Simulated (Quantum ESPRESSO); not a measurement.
Crystal: NbRu3C5.

```xyz
9
Lattice="5.9602 0.0000 0.0000 -2.9801 5.1617 0.0000 0.0000 0.0000 3.6335" Properties=species:S:1:pos:R:3 pbc="T T T"
Nb    0.0000    0.0000    0.0000
Ru    3.5551    0.0000    0.0000
Ru   -1.7776    3.0788    0.0000
Ru    1.2026    2.0829    0.0000
C     1.3886    0.0000    1.8168
C    -0.6943    1.2026    1.8168
C     2.2858    3.9592    1.8168
C     0.0000    3.4411    1.8168
C     2.9801    1.7206    1.8168
```

The cell was built by a generator and needn't be a form met in nature.

Program: Quantum ESPRESSO 7.5. Alike in all runs: no spin polarisation; cell as given; k mesh 5 × 5 × 7; smearing fermi-dirac 0.05 eV.

**Question.** Order these runs on this cell by their pressure, lowest first.
A. level PBE+rVV10; potentials or basis PseudoDojo 0.4.1 SR PBEsol standard; cutoff (eV) 1143; rVV10 parameter b 6.3
B. level PBE+D3(BJ); potentials or basis PseudoDojo 0.4.1 SR PBEsol standard; cutoff (eV) 1143; dos occupations tetrahedra_opt
C. level PBE; potentials or basis SSSP 1.3 efficiency PBE; cutoff (eV) 816

**Answer.** A (-26.2 GPa), C (-22.9 GPa), B (-16.2 GPa).

Caveats: so large a pressure means that the cell lies far from this level's equilibrium, or that cutoff or potentials fall short; the potentials were made for another functional, which shifts forces and pressure (some runs); pairwise dispersion overbinds metals, which lowers pressure and volume (some runs); rVV10's parameter b was fitted to another functional (some runs).
